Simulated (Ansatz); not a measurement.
# ZnS: the cost of one run

Method: DFT r2SCAN, scalar-relativistic, plane waves, PAW, in Ansatz 0.2.0.

3 further runs of the same task are left out: 3 set aside as unsound or not needed. Runs told in other sessions of the task aren't counted.

## 1. The system as given

Symmetry: P6_3mc, No. 186, hexagonal system. Conventional cell: a = 3.807 Å, b = 3.807 Å, c = 6.246 Å, α = 90.00°, β = 90.00°, γ = 120.00°. Around Zn (site symmetry 3m) lie 4 S at 2.33 to 2.34 Å. S (site symmetry 3m) has 4 Zn at 2.33 to 2.34 Å in its first shell of neighbours.

Structure file:

```cif
data_structure
_symmetry_space_group_name_H-M 'P6_3mc'
_symmetry_Int_Tables_number 186
_cell_length_a 3.8067
_cell_length_b 3.8067
_cell_length_c 6.2457
_cell_angle_alpha 90.000
_cell_angle_beta 90.000
_cell_angle_gamma 120.000
_cell_volume 78.38
loop_
_atom_site_label
_atom_site_type_symbol
_atom_site_symmetry_multiplicity
_atom_site_Wyckoff_symbol
_atom_site_fract_x
_atom_site_fract_y
_atom_site_fract_z
_atom_site_occupancy
Zn1 Zn 2 b 0.33333 0.66667 0.99461 1
S1 S 2 b 0.33333 0.66667 0.62039 1
```

It is built from the cell relaxed beforehand with the same method (19.60 Å³/atom).

## 2. Zero of the scan

input.yaml reads:

```yaml
crystal:
  lattice:
    - [-3.8067217473, 0.0, 0.0]
    - [-1.9033608736, -3.2967177383, 0.0]
    - [0.0, 0.0, 12.4914703042]
  atoms:
    - { symbol: Zn, position: [0.3333333333, 0.3333333333, 0.0026940355] }
    - { symbol: Zn, position: [0.3333333333, 0.3333333333, 0.5026940355] }
    - { symbol: Zn, position: [0.6666666667, 0.6666666667, 0.2526940355] }
    - { symbol: Zn, position: [0.6666666667, 0.6666666667, 0.7526940355] }
    - { symbol: S, position: [0.3333333333, 0.3333333333, 0.1898059645] }
    - { symbol: S, position: [0.3333333333, 0.3333333333, 0.6898059645] }
    - { symbol: S, position: [0.6666666667, 0.6666666667, 0.4398059645] }
    - { symbol: S, position: [0.6666666667, 0.6666666667, 0.9398059645] }
basis:
  ecutwfc: 500
kpoints:
  mp_grid: { grid: [7, 7, 2] }
hamiltonian:
  xc: r2scan
scf:
  occupations: { method: gaussian, width: 0.05 }
output:
  forces: true
  stress: true
  eigenvalues: true
```

Started as:

```
ansatz run input.yaml --threads 2 --pin off --max-ram 5120MiB --backend cpu --events-out ev --progress --plain --runs-dir out
```

**Question.** How long does this run take on 2 threads of Arm Neoverse V2, shared host, and how much memory does it need?

About 11 s, with a peak of 0.69 GiB.
